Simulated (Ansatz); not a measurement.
Write a Python script for the Python package of Ansatz (0.2.0) that makes harmonic frequencies at the relaxed geometry of CH5B2Br, SMILES BCBBr. Use (for the species named): PBE, def2-SVP basis, multiplicity 1, D3BJ dispersion.

```
atom    x (Å)    y (Å)    z (Å)
   B  -1.2926   0.5206   0.0083
   C  -0.1496  -0.5597  -0.2077
   B   1.2284  -0.0083   0.3581
  Br   2.7973   0.2349  -0.8598
   H  -1.2187   1.5780  -0.5147
   H  -2.2347   0.2616   0.6724
   H  -0.0533  -0.7763  -1.2917
   H  -0.4157  -1.4945   0.3275
   H   1.3389   0.2436   1.5076
```

Script `run_freq.py`:
```python
'''Vibrations and zero-point energy of CH5B2Br.'''

import itertools
import logging
import sys

import ansatz as az
from ase import Atoms
from ase.data import atomic_numbers, covalent_radii
from ase.thermochemistry import IdealGasThermo
import numpy as np

logging.basicConfig(stream=sys.stdout, format='[%(levelname)s] %(message)s')
log = logging.getLogger('ch5b2br')
log.setLevel(logging.INFO)


def main() -> None:
    atoms = Atoms(['B', 'C', 'B', 'Br', 'H', 'H', 'H', 'H', 'H'], positions=[
        [-1.2926, 0.5206, 0.0083],
        [-0.1496, -0.5597, -0.2077],
        [1.2284, -0.0083, 0.3581],
        [2.7973, 0.2349, -0.8598],
        [-1.2187, 1.578, -0.5147],
        [-2.2347, 0.2616, 0.6724],
        [-0.0533, -0.7763, -1.2917],
        [-0.4157, -1.4945, 0.3275],
        [1.3389, 0.2436, 1.5076],
    ])
    mol = az.Crystal.molecule_from_ase(atoms)

    base = (
        mol.calculation()
        .basis(gaussian='def2-SVP')
        .functional('PBE', dispersion='d3bj')
    )
    symbols = [site.symbol for site in mol.cartesian_sites]
    start = np.array([site.position_ang for site in mol.cartesian_sites], dtype=float)
    data = base.relax(force_tolerance=0.003).run(threads=1, pin='off').report
    end = np.array(data['positions_ang'])

    # pairs closer than 1.2 times the sum of covalent radii, before or after
    radius = [covalent_radii[atomic_numbers[s]] for s in symbols]
    span = lambda where, i, j: np.linalg.norm(where[i] - where[j])
    bonded = [(i, j) for i, j in itertools.combinations(range(len(symbols)), 2) if min(span(start, i, j), span(end, i, j)) < 1.2 * (radius[i] + radius[j])]
    log.info('pair        before    after (A)')
    for i, j in bonded:
        print(f'{symbols[i]}{i}-{symbols[j]}{j}'.ljust(10), f'{span(start, i, j):8.4f} {span(end, i, j):8.4f}')

    # frequencies need a stationary point, so they are taken at the relaxed geometry
    minimum = az.Crystal.molecule()
    for symbol, place in zip(symbols, end):
        minimum = minimum.atom(symbol, place.tolist())
    vibrating = (
        minimum.calculation()
        .basis(gaussian='def2-SVP')
        .functional('PBE', dispersion='d3bj')
        .phonons(temperatures=(298.15, 498.15, 100))
    )
    vib = vibrating.run(threads=1, pin='off').report['vibrations']
    sums = vib['harmonic_sums']
    modes = [m['omega_inv_cm'] for m in sums['modes_at_gamma'] if m['rigid_motion'] == 'no']
    for number, w in enumerate(modes, start=1):
        log.info(f'mode {number:2d} {w:9.1f} 1/cm {w / 8065.544 * 1000:8.2f} meV')
    print('imaginary modes:', sum(w < 0 for w in modes), ' zero-point energy:', round(sums['zero_point_energy_ev'], 4), 'eV')
    # rigid rotor and ideal gas, symmetry number taken as one
    gas = IdealGasThermo(vib_energies=[w / 8065.544 for w in modes if w > 0], geometry='linear' if len(modes) == 3 * len(symbols) - 5 else 'nonlinear',
                         atoms=Atoms(symbols, positions=end), symmetrynumber=1, spin=0.0)
    log.info(f'H(298 K) - E = {gas.get_enthalpy(298.15, verbose=False):.4f} eV')
    log.info(f'S(298 K, 1 bar) = {96485.33 * gas.get_entropy(298.15, 1e5, verbose=False):.1f} J/(mol K) with symmetry number 1')


if __name__ == '__main__':
    main()
```

Running `python run_freq.py` prints:
```text
[INFO] pair        before    after (A)
B0-C1        1.5875   1.5625
B0-H4        1.1820   1.2168
B0-H5        1.1814   1.2175
C1-B2        1.5884   1.5598
C1-H6        1.1096   1.1046
C1-H7        1.1095   1.1178
B2-Br3       2.0010   1.9197
B2-H8        1.1820   1.2126
[INFO] mode  1      54.5 1/cm     6.76 meV
[INFO] mode  2     164.7 1/cm    20.42 meV
[INFO] mode  3     245.4 1/cm    30.42 meV
[INFO] mode  4     283.5 1/cm    35.14 meV
[INFO] mode  5     612.2 1/cm    75.90 meV
[INFO] mode  6     668.3 1/cm    82.85 meV
[INFO] mode  7     724.0 1/cm    89.77 meV
[INFO] mode  8     823.6 1/cm   102.11 meV
[INFO] mode  9     845.3 1/cm   104.80 meV
[INFO] mode 10     983.9 1/cm   121.98 meV
[INFO] mode 11     991.1 1/cm   122.88 meV
[INFO] mode 12    1024.9 1/cm   127.07 meV
[INFO] mode 13    1043.7 1/cm   129.40 meV
[INFO] mode 14    1159.0 1/cm   143.69 meV
[INFO] mode 15    1191.8 1/cm   147.77 meV
[INFO] mode 16    1339.5 1/cm   166.08 meV
[INFO] mode 17    2511.3 1/cm   311.36 meV
[INFO] mode 18    2591.4 1/cm   321.29 meV
[INFO] mode 19    2604.7 1/cm   322.94 meV
[INFO] mode 20    2944.2 1/cm   365.03 meV
[INFO] mode 21    3089.4 1/cm   383.04 meV
imaginary modes: 0  zero-point energy: 1.6054 eV
[INFO] H(298 K) - E = 1.7921 eV
[INFO] S(298 K, 1 bar) = 329.0 J/(mol K) with symmetry number 1
```

The frequencies are harmonic and unscaled, in a modest basis. The entropy takes a symmetry number of 1; a symmetric molecule's is lower by R ln(sigma). Wall time of the script: 2.6 min on 1 thread of Arm Neoverse V1, with other jobs on the host, peak memory 0.26 GiB.
